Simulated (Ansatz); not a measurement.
# CH₃AlClFSSi: a ladder of functionals and wavefunction methods

How much do the methods differ for CH₃AlClFSSi? The plan is to run it at one geometry with functionals of several rungs and with coupled cluster. The yardstick is the atomisation energy at the CCSD(T) limit.

Method: functionals in def2-TZVPP, the program's frozen cores in correlated methods; program: Ansatz 0.2.0, Gaussian basis.

Levels to be run: LDA (SPW92), PBE-D4, revPBE-D4, BLYP-D4, r2SCAN-D4, B97M-V, PBE0-D4, B3LYP-D4, r2SCANh-D4, r2SCAN0-D4, HSE06-D4, BHLYP-D4, CAM-B3LYP-D4, LC-ωPBE, ωB97X-V, ωB97M-V, B2PLYP, PBE-QIDH; CCSD(T)/def2-SVP; CCSD(T)/def2-TZVPP; MP2/def2-QZVPP; extrapolation to the limit; RPA on PBE.

## 1. Structure used throughout

All runs share one geometry, relaxed beforehand with PBE0-D4 in a triple-zeta def2 set.

SMILES `F[SiH]1C[S][Al]1[Cl]`, 9 atoms, charge 0, spin multiplicity 1.

Atoms are counted from 1 here; the program's logs count them from 0.

Bond lengths: F1–Si2 1.605 Å, Si2–C3 1.901 Å, Si2–Al5 2.401 Å, Si2–H7 1.489 Å, C3–S4 1.841 Å, C3–H8 1.092 Å, C3–H9 1.091 Å, S4–Al5 2.190 Å, Al5–Cl6 2.086 Å. Angles: F1–Si2–C3 113.3°, F1–Si2–Al5 126.5°, F1–Si2–H7 106.6°, C3–Si2–Al5 81.9°, C3–Si2–H7 109.8°, Al5–Si2–H7 115.9°, Si2–C3–S4 104.8°, Si2–C3–H8 112.8°, Si2–C3–H9 112.5°, S4–C3–H8 108.2°, S4–C3–H9 109.3°, H8–C3–H9 109.0°, C3–S4–Al5 89.3°, Si2–Al5–S4 80.3°, Si2–Al5–Cl6 151.0°, S4–Al5–Cl6 128.6°.

Coordinates:

```xyz
9

F     0.99162   -1.74400   -1.44533
Si    0.84758   -0.40585   -0.57176
C    -0.12384   -0.66156    1.04165
S    -1.11971    0.87468    1.23861
Al   -0.78133    1.33126   -0.87653
Cl   -1.68738    2.79517   -2.05365
H     2.23117    0.04827   -0.25960
H     0.52378   -0.76313    1.91473
H    -0.79340   -1.52104    0.99477
```

## 2. LDA

This LDA is Slater exchange with PW92 correlation.

Contents of in.yaml:

```yaml
crystal:
  periodic: [false, false, false]
  atoms:
    - {symbol: F, position_ang: [0.991621, -1.743998, -1.445328]}
    - {symbol: Si, position_ang: [0.847576, -0.405853, -0.571761]}
    - {symbol: C, position_ang: [-0.123835, -0.661563, 1.041655]}
    - {symbol: S, position_ang: [-1.119707, 0.874676, 1.238610]}
    - {symbol: Al, position_ang: [-0.781334, 1.331265, -0.876526]}
    - {symbol: Cl, position_ang: [-1.687376, 2.795170, -2.053646]}
    - {symbol: H, position_ang: [2.231174, 0.048273, -0.259600]}
    - {symbol: H, position_ang: [0.523778, -0.763131, 1.914728]}
    - {symbol: H, position_ang: [-0.793397, -1.521039, 0.994768]}
basis:
  gaussian: {orbitals: def2-TZVPP}
hamiltonian: {xc: lda}
output: {orbitals: {seedname: orbitals}}
```

After this run come: PBE-D4 (GGA); revPBE-D4 (GGA); BLYP-D4 (GGA); r2SCAN-D4 (meta-GGA); B97M-V (meta-GGA); PBE0-D4 (hybrid); B3LYP-D4 (hybrid); r2SCANh-D4 (hybrid); r2SCAN0-D4 (hybrid); HSE06-D4 (hybrid); BHLYP-D4 (hybrid); CAM-B3LYP-D4 (range-separated); LC-ωPBE (range-separated); ωB97X-V (range-separated); ωB97M-V (range-separated); B2PLYP (double hybrid); PBE-QIDH (double hybrid); CCSD(T) in def2-SVP; CCSD(T) in def2-TZVPP; MP2 in def2-QZVPP; RPA on PBE orbitals.

Q: Predict the results of all the runs planned. Wanted: atomisation energy, CCSD(T)/CBS; farthest beyond LDA; mean size of error, GGA; mean size of error, meta-GGA; mean size of error, hybrid; mean size of error, range-separated; mean size of error, double hybrid; gap, smallest and largest; T1 diagnostic.

As calculated:

```
                               quantity                                                      value
        atomisation energy, CCSD(T)/CBS                                                  33.625 eV
    functionals within 0.168 eV (0.5 %)  PBE0-D4, r2SCANh-D4, HSE06-D4, ωB97X-V, ωB97M-V, PBE-QIDH
                    farthest beyond LDA                                       BHLYP-D4 (-1.289 eV)
                mean size of error, GGA                                                   0.492 eV
           mean size of error, meta-GGA                                                   0.276 eV
             mean size of error, hybrid                                                   0.365 eV
    mean size of error, range-separated                                                   0.200 eV
      mean size of error, double hybrid                                                   0.421 eV
              gap, smallest and largest                  3.60 eV (LDA (SPW92)), 10.08 eV (LC-ωPBE)
                          T1 diagnostic                                                     0.0129
triples share of the correlation energy                                                      4.1 %
```

LDA overbinds by 4.741 eV (14 %). PBE-D4 misses by +0.508 eV. Double hybrids carry the basis error of their MP2 part in triple zeta, and no dispersion term here, so their miss is partly the set-up's. By mean error the best rung here is range-separated (0.200 eV) and the worst beyond LDA is GGA (0.492 eV). The gap between the best rungs is small, so their order is not settled. The reference freezes the cores and leaves out relativity and excitations past (T), so misses under about 0.168 eV can't be ranked. Hartree-Fock recovers 73 % of the binding; the rest is correlation. CCSD(T) in def2-SVP is off by -2.731 eV, worse than the median functional, from the basis alone. Orbital gaps span 3.6 to 10.1 eV; exact exchange widens them.
